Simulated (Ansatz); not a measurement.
# ClHInO: the cost of one run

Method: RKS B3LYP-D4/def2-TZVPD; program: Ansatz 0.2.0.

### Step 1. Starting geometry

SMILES `[O-][InH][Cl]`, 4 atoms, charge -1, spin multiplicity 1.

Atoms are counted from 1 here; the program's logs count them from 0.

Bond lengths: O1–In2 1.927 Å, In2–Cl3 2.567 Å, In2–H4 1.749 Å. Angles: O1–In2–Cl3 119.4°, O1–In2–H4 143.3°, Cl3–In2–H4 97.3°.

As a file:

```
atom     x (Å)     y (Å)     z (Å)
  O1  -2.01439  -0.65383   0.24419
 In2  -0.29556   0.13017  -0.13534
 Cl3   1.81502  -0.89638   0.90452
  H4   0.49493   1.42003  -1.01339
```

### Step 3. The grid

The axes are (1) bond length O1–In2: 11 values from 1.664 to 2.364 Å; (2) angle O1–In2–H4: 11 values from 98.8 to 179.0 °.

Nothing else is relaxed (all other coordinates rigid). Energies count from the relaxed molecule at the same level.

(The set-up runs are not shown.)

### Step 4. Point bond length O1–In2 = 1.734 Å, angle O1–In2–H4 = 146.9°

Input file input.yaml:

```yaml
crystal:
  periodic: [false, false, false]
  atoms:
    - { symbol: O, position_ang: [-1.927361, -0.713934, 0.300531] }
    - { symbol: In, position_ang: [-0.433371, 0.067322, -0.104916] }
    - { symbol: Cl, position_ang: [1.640112, -0.959888, 0.930825] }
    - { symbol: H, position_ang: [0.34734, 1.348322, -0.977474] }
total_charge: -1
basis:
  gaussian: { orbitals: def2-TZVPD }
hamiltonian:
  xc: { name: B3LYP }
  dispersion: d4
output:
  forces: true
```

The run is started by

```bash
$ ansatz run input.yaml --threads 1 --pin off --max-ram 2560MiB --backend cpu --events-out ev --progress --plain --runs-dir out
```

Q: Estimate wall time and peak memory on 1 thread of Arm Neoverse V1, shared host.

About 6.5 s, with a peak of 0.29 GiB.
